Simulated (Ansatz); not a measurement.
# LiZn3F2: the cost of one run

Method: DFT PBE, scalar-relativistic, plane waves, PAW, in Ansatz 0.2.0.

1 further run of the same task is left out (it didn't finish).

## Step 1: The system as given

It takes space group R-3m (No. 166, trigonal). Conventional cell: a = 6.098 Å, b = 6.098 Å, c = 7.469 Å, α = 90.00°, β = 90.00°, γ = 120.00°. Li (site symmetry -3m) is surrounded by 2 F at 1.87 Å. Zn (site symmetry 2/m) has 2 F at 1.87 Å as nearest neighbours. F (site symmetry 3m) has 3 Zn at 1.87 Å and 1 Li at 1.87 Å as nearest neighbours.

As a file:

```xyz
6
Lattice="3.0492 1.7605 2.4897 -3.0492 1.7605 2.4897 0.0000 -3.5209 2.4897" Properties=species:S:1:pos:R:3 pbc="T T T"
Li    0.0000    0.0000    0.0000
Zn    0.0000    1.7605    2.4897
Zn    1.5246   -0.8802    2.4897
Zn   -1.5246   -0.8802    2.4897
F     0.0000    0.0000    5.6018
F     0.0000    0.0000    1.8673
```

The cell is invented: ordered mixture on the cation sites of cuprite (R-3m, No. 166). Lengths come from tabulated atomic sizes and are only a guess.

## Step 2: The guess as it stands, on a coarse mesh

File input.yaml:

```yaml
crystal:
  lattice:
    - [3.04920648, 1.76046018, 2.48966667]
    - [-3.04920648, 1.76046018, 2.48966667]
    - [0.0, -3.52092037, 2.48966667]
  atoms:
    - { symbol: Li, position: [0.0, 0.0, 0.0] }
    - { symbol: Zn, position: [0.5, 0.5, 0.0] }
    - { symbol: Zn, position: [0.5, 0.0, 0.5] }
    - { symbol: Zn, position: [0.0, 0.5, 0.5] }
    - { symbol: F, position: [0.75, 0.75, 0.75] }
    - { symbol: F, position: [0.25, 0.25, 0.25] }
basis:
  ecutwfc: 420
kpoints:
  mp_grid: { grid: [4, 4, 4] }
hamiltonian:
  xc: pbe
scf:
  occupations: { method: gaussian, width: 0.1 }
  lower_state_search: "off"
output:
  forces: true
  stress: true
  eigenvalues: true
```

On the command line:

```
ansatz run input.yaml --threads 1 --pin off --max-ram 2048MiB --backend cpu --events-out ev --progress --plain --runs-dir out
```

**Question.** How long does this run take on 1 thread of Arm Neoverse V2, shared host, and how much memory does it need?

About 2.1 s, with a peak of 0.33 GiB.
